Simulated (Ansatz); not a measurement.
# CH₈BGeN: up Jacob's ladder to CCSD(T)

The task here is to estimate one member of a computed series from the others.

Computed with Ansatz 0.2.0, Gaussian basis. Level: functionals in def2-TZVPP, the program's frozen cores in correlated methods.

Levels to be run: LDA (SPW92), PBE-D4, revPBE-D4, BLYP-D4, r2SCAN-D4, B97M-V, PBE0-D4, B3LYP-D4, r2SCANh-D4, r2SCAN0-D4, HSE06-D4, BHLYP-D4, CAM-B3LYP-D4, LC-ωPBE, ωB97X-V, ωB97M-V, B2PLYP, PBE-QIDH; CCSD(T)/def2-SVP; CCSD(T)/def2-TZVPP; MP2/def2-QZVPP; extrapolation to the limit; RPA on PBE.

## The geometry

The geometry comes from an earlier relaxation with PBE0-D4 in a triple-zeta def2 set; it is a stationary point, not always the lowest conformer.

12 atoms, charge 0, spin multiplicity 1.

Atoms are counted from 1 here; the program's logs count them from 0.

Bond lengths: B1–C2 1.513 Å, B1–Ge4 2.130 Å, B1–H5 1.205 Å, B1–H6 1.208 Å, C2–N3 1.321 Å, C2–H7 1.091 Å, N3–H8 1.006 Å, N3–H9 1.008 Å, Ge4–H10 1.541 Å, Ge4–H11 1.549 Å, Ge4–H12 1.547 Å. Angles: C2–B1–Ge4 92.5°, C2–B1–H5 115.0°, C2–B1–H6 116.5°, Ge4–B1–H5 100.9°, Ge4–B1–H6 105.9°, H5–B1–H6 119.7°, B1–C2–N3 126.4°, B1–C2–H7 120.9°, N3–C2–H7 112.6°, C2–N3–H8 122.9°, C2–N3–H9 119.4°, H8–N3–H9 117.5°, B1–Ge4–H10 107.4°, B1–Ge4–H11 112.4°, B1–Ge4–H12 115.0°, H10–Ge4–H11 108.0°, H10–Ge4–H12 107.3°, H11–Ge4–H12 106.4°.

Geometry (Å):

| atom | x (Å) | y (Å) | z (Å) |
| --- | --- | --- | --- |
| B1 | -0.45296 | 0.98465 | -0.31172 |
| C2 | 0.16924 | 0.47446 | 0.97000 |
| N3 | -0.41889 | -0.28169 | 1.87904 |
| Ge4 | 0.44695 | -0.55883 | -1.47165 |
| H5 | 0.07483 | 1.96097 | -0.78183 |
| H6 | -1.64620 | 0.83385 | -0.42889 |
| H7 | 1.22153 | 0.65705 | 1.19379 |
| H8 | 0.08425 | -0.72496 | 2.62869 |
| H9 | -1.39604 | -0.50708 | 1.77747 |
| H10 | 0.06429 | -0.31123 | -2.94406 |
| H11 | -0.06091 | -1.96722 | -1.07600 |
| H12 | 1.99091 | -0.61517 | -1.40085 |

Set-up of the first run:

in.yaml

```yaml
crystal:
  periodic: [false, false, false]
  atoms:
    - {symbol: B, position_ang: [-0.452960, 0.984648, -0.311715]}
    - {symbol: C, position_ang: [0.169237, 0.474455, 0.970004]}
    - {symbol: N, position_ang: [-0.418892, -0.281693, 1.879042]}
    - {symbol: Ge, position_ang: [0.446950, -0.558835, -1.471652]}
    - {symbol: H, position_ang: [0.074830, 1.960974, -0.781830]}
    - {symbol: H, position_ang: [-1.646205, 0.833852, -0.428890]}
    - {symbol: H, position_ang: [1.221530, 0.657053, 1.193794]}
    - {symbol: H, position_ang: [0.084254, -0.724956, 2.628690]}
    - {symbol: H, position_ang: [-1.396036, -0.507082, 1.777474]}
    - {symbol: H, position_ang: [0.064288, -0.311232, -2.944064]}
    - {symbol: H, position_ang: [-0.060911, -1.967216, -1.076004]}
    - {symbol: H, position_ang: [1.990913, -0.615167, -1.400848]}
basis:
  gaussian: {orbitals: def2-TZVPP}
hamiltonian: {xc: lda}
output: {orbitals: {seedname: orbitals}}
```

Steps of the session up to this table: LDA; PBE-D4 (GGA); revPBE-D4 (GGA); BLYP-D4 (GGA); r2SCAN-D4 (meta-GGA); B97M-V (meta-GGA); PBE0-D4 (hybrid); B3LYP-D4 (hybrid); r2SCANh-D4 (hybrid); r2SCAN0-D4 (hybrid); HSE06-D4 (hybrid); BHLYP-D4 (hybrid); CAM-B3LYP-D4 (range-separated); LC-ωPBE (range-separated); ωB97X-V (range-separated); ωB97M-V (range-separated); B2PLYP (double hybrid); PBE-QIDH (double hybrid).

One table of the session follows, with a row left open; its other results are not shown here.

It belongs to the step «Orbital energies across the functionals». 

```
  functional  HOMO (eV)  gap (eV)
 LDA (SPW92)          ?         ?
      PBE-D4      -5.90      3.77
   revPBE-D4      -5.84      3.79
     BLYP-D4      -5.75      3.73
   r2SCAN-D4      -6.10      4.13
      B97M-V      -6.18      4.20
     PBE0-D4      -6.87      5.63
    B3LYP-D4      -6.68      5.21
  r2SCANh-D4      -6.46      4.82
  r2SCAN0-D4      -7.01      5.86
    HSE06-D4      -6.48      4.87
    BHLYP-D4      -7.71      7.49
CAM-B3LYP-D4      -8.04      7.85
     LC-ωPBE      -9.26     10.15
     ωB97X-V      -8.96      9.81
     ωB97M-V      -8.84      9.58
```

Estimate the missing values for LDA (SPW92).

**Answer.** HOMO (eV): -6.06; gap (eV): 3.72. In the column «HOMO (eV)» it lies between r2SCAN-D4 (-6.10) and PBE-D4 (-5.90).
